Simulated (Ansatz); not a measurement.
Run this with Ansatz 0.2.0 through its Python package and show what comes out.

`c2h2f3i.py`:
```python
# -*- coding: utf-8 -*-
"""Minimum-energy structure of C2H2F3I."""

import itertools

import ansatz as az
from ase.data import atomic_numbers, covalent_radii
import numpy as np

GEOMETRY = """
F     0.21590   -0.78310    1.61230
C     0.62760   -0.30900    0.39490
F     1.21260   -1.35420   -0.24510
C    -0.54070    0.18510   -0.43040
F    -0.15830    0.69160   -1.65660
I    -1.62170    1.77580    0.53170
H     1.37810    0.44890    0.54250
H    -1.22860   -0.62060   -0.64920
"""

geometry = az.Crystal.molecule()
for line in GEOMETRY.strip().splitlines():
    symbol, *xyz = line.split()
    geometry = geometry.atom(symbol, [float(v) for v in xyz])

calculation = (
    geometry.calculation()
    .basis(gaussian="def2-SVP")
    .functional("B3LYP", dispersion="d3bj")
)
symbols = [site.symbol for site in geometry.cartesian_sites]
start = np.array([site.position_ang for site in geometry.cartesian_sites], dtype=float)
def progress(event):
    if event["event"] == "relax_step":
        row = event["data"]
        print(f"step {row['step']:3d}  E = {row['lagrangian_ev']:.6f} eV  largest force component {row['allowed_force_max_ev_ang']:.4f} eV/A")


summary = calculation.relax(force_tolerance=0.02).session().plan().execute(on_event=progress).report
end = np.array(summary["positions_ang"])

for key in ("converged", "free_energy_ev", "reference_energy_ev", "n_frozen", "n_occupied", "n_virtual"):
    print(f"{key:22s} {summary[key]}")

# pairs closer than 1.2 times the sum of covalent radii, before or after
radius = [covalent_radii[atomic_numbers[s]] for s in symbols]
span = lambda where, i, j: np.linalg.norm(where[i] - where[j])
bonded = [(i, j) for i, j in itertools.combinations(range(len(symbols)), 2) if min(span(start, i, j), span(end, i, j)) < 1.2 * (radius[i] + radius[j])]
print("pair        before    after (A)")
for i, j in bonded:
    print(f"{symbols[i]}{i}-{symbols[j]}{j}".ljust(10), f"{span(start, i, j):8.4f} {span(end, i, j):8.4f}")
```

`python c2h2f3i.py` gives:
```text
step   1  E = -18352.295610 eV  largest force component 1.0699 eV/A
step   2  E = -18352.373703 eV  largest force component 0.8707 eV/A
step   3  E = -18352.403132 eV  largest force component 0.6580 eV/A
step   4  E = -18352.410402 eV  largest force component 0.3582 eV/A
step   5  E = -18352.413031 eV  largest force component 0.0303 eV/A
step   6  E = -18352.413261 eV  largest force component 0.0146 eV/A
converged              True
free_energy_ev         -18352.4134559551
reference_energy_ev    -18352.10306989583
n_frozen               0
n_occupied             [33, 33]
n_virtual              [73, 73]
pair        before    after (A)
F0-C1        1.3698   1.3496
C1-F2        1.3580   1.3559
C1-C3        1.5133   1.5253
C1-H6        1.0768   1.1036
C3-F4        1.3807   1.3520
C3-I5        2.1505   2.1853
C3-H7        1.0818   1.0998
```

What to keep in mind:
- Total energies depend on the basis set; only differences at equal settings carry meaning.
- The end point is the stationary point reached from this start; no frequency run checks that it is a minimum, and the basis set is modest.
- def2 sets replace the cores of elements past krypton by effective core potentials.
- Total less reference energy is the dispersion correction.
- b3lyp holds the VWN-RPA fit, as in Gaussian; the form of ORCA and Turbomole is b3lyp5.
- It ran for 46 s on 1 thread of Arm Neoverse V1, on a shared host, peak memory 0.34 GiB.

(A comment or docstring line of the script was reworded after the run, the code is as it ran; lines on the test bed's own set-up are left out of the output.)
